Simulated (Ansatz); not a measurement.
**SiGePH (triplet): from Hartree-Fock to the top rungs at a displaced geometry (v2), cc-pVDZ**

Aim: climb from Hartree-Fock through coupled cluster for SiGePH (triplet) at one geometry and basis, and see what each rung misses.

Computed with Ansatz 0.2.0, Gaussian basis. Level: cc-pVDZ, core rule «outside noble gas», up to 24 orbitals frozen.

To be run: UHF; CCSD(T) on ROHF; CCSD(T) on UHF; BCCD(T) on ROHF; CISD; CCSDT(Q) on ROHF; CCSDT(Q) on UHF.

25 further runs of the same task are left out: 13 that didn't finish, 12 set aside as unsound or not needed.

### Step 1. The system

The geometry is a PBE0/def2-TZVP stationary point (not a proven minimum) with its atoms shifted at random (size 0.100 Å). No spin-orbit coupling is included. The filled d shell of Ge may be among the frozen orbitals whatever the setting's name suggests; the logs give the count.

4 atoms, charge 0, spin multiplicity 3.

Atoms are counted from 1 here; the program's logs count them from 0.

Bond lengths: Ge1–Si2 2.561 Å, Ge1–P3 2.227 Å, Si2–P3 2.200 Å, Si2–H4 1.598 Å. Angles: Si2–Ge1–P3 54.2°, Ge1–Si2–P3 55.1°, Ge1–Si2–H4 104.4°, P3–Si2–H4 113.6°, Ge1–P3–Si2 70.7°.

As a file:

```
Ge    0.06534    0.20688    0.93941
Si   -0.21413    0.79031   -1.53896
P     0.00274   -1.24961   -0.74432
H     1.17380    1.46954   -1.94634
```

### Step 2. UHF

in.yaml

```yaml
crystal:
  periodic: [false, false, false]
  atoms:
    - {symbol: Ge, position_ang: [0.065337, 0.206882, 0.939407]}
    - {symbol: Si, position_ang: [-0.214131, 0.790306, -1.538956]}
    - {symbol: P, position_ang: [0.002738, -1.249613, -0.744319]}
    - {symbol: H, position_ang: [1.173803, 1.469542, -1.946337]}
basis:
  gaussian: {orbitals: cc-pVDZ}
magnetization: {spin_polarized: true, initial_magnetization: 2}
hamiltonian: {xc: hf}
output: {orbitals: {seedname: orbitals}}
```

Command:

```bash
> ansatz run in.yaml --threads 1 --pin off --events-out ev --progress --plain --max-ram 2393MiB
```

After this run come: CCSD(T) on ROHF; CCSD(T) on UHF; BCCD(T) on ROHF; CISD; CCSDT(Q) on ROHF; CCSDT(Q) on UHF.

**Question.** What will the summary of the whole plan be? Wanted: UCCSDT(Q) below the RHF energy; RMP2 from UCCSDT(Q); UMP2 from UCCSDT(Q); RCCSD from UCCSDT(Q); RCCSD(T) from UCCSDT(Q); UCCSD(T) from UCCSDT(Q); RCCSDT(Q) from UCCSDT(Q); T1 diagnostic.

**Answer**, as computed:

| quantity | value |
| --- | --- |
| UCCSDT(Q) below the RHF energy | -8.8189 eV |
| RMP2 from UCCSDT(Q) | +135.4 kJ/mol |
| UMP2 from UCCSDT(Q) | +145.4 kJ/mol |
| RCCSD from UCCSDT(Q) | +54.3 kJ/mol |
| RCCSD(T) from UCCSDT(Q) | +8.6 kJ/mol |
| UCCSD(T) from UCCSDT(Q) | +8.8 kJ/mol |
| RCCSDT(Q) from UCCSDT(Q) | +0.6 kJ/mol |
| levels within 1 kcal/mol (43 meV) | RCCSDT(Q) |
| T1 diagnostic | 0.036 |

What this shows: RCCSD(T) lands +8.6 kJ/mol from the yardstick (1.0 % of the correlation energy). These misses are within one basis, not against nature; the frozen cores of restricted and unrestricted runs differ, which can shift their rows.
